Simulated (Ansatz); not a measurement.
# TaN (nonet): the correlation ladder, def2-QZVPP

An exercise on one series of results from a longer session: the logs are not shown, and one member is left open.

The runs use Ansatz 0.2.0, Gaussian basis; def2-QZVPP, core rule «outside noble gas», up to 5 orbitals frozen.

Plan: UHF; ROHF; CCSD(T) on UHF.

**The geometry**

The geometry is a PBE0/def2-TZVP stationary point (not a proven minimum) of the parent state, kept for this charge and spin. No spin-orbit coupling is included. Elements past krypton take def2 core potentials.

2 atoms, charge 0, spin multiplicity 9.

Atoms are counted from 1 here; the program's logs count them from 0.

Bond lengths: Ta1–N2 2.115 Å.

Geometry (Å):

```tsv
atom	x (Å)	y (Å)	z (Å)
Ta1	0.00000	0.00000	0.00000
N2	0.00000	0.00000	2.11540
```

Set-up of the first run:

in.yaml reads:

```yaml
crystal:
  periodic: [false, false, false]
  atoms:
    - {symbol: Ta, position_ang: [0.000000, 0.000000, 0.000000]}
    - {symbol: N, position_ang: [0.000000, 0.000000, 2.115400]}
basis:
  gaussian: {orbitals: "def2-QZVPP.json"}
magnetization: {spin_polarized: true, initial_magnetization: 8}
hamiltonian: {xc: hf}
output: {orbitals: {seedname: orbitals}}
```

Run with:

```console
ansatz run in.yaml --threads 1 --pin off --events-out ev --progress --plain --max-ram 2560MiB --backend cpu
```

Steps of the session up to this table: UHF; ROHF; CCSD(T) on UHF.

One table of the session follows, with a row left open; its other results are not shown here.

```
  method  from UCCSD(T) (meV)
    ROHF                    ?
     UHF              +5319.7
    UMP2               +775.7
   UCCSD               +161.8
UCCSD(T)                    0
```

Q: Estimate the row for ROHF from the others.

The run gave: from UCCSD(T) (meV): +5554.8. In the column «from UCCSD(T) (meV)» it is the highest.
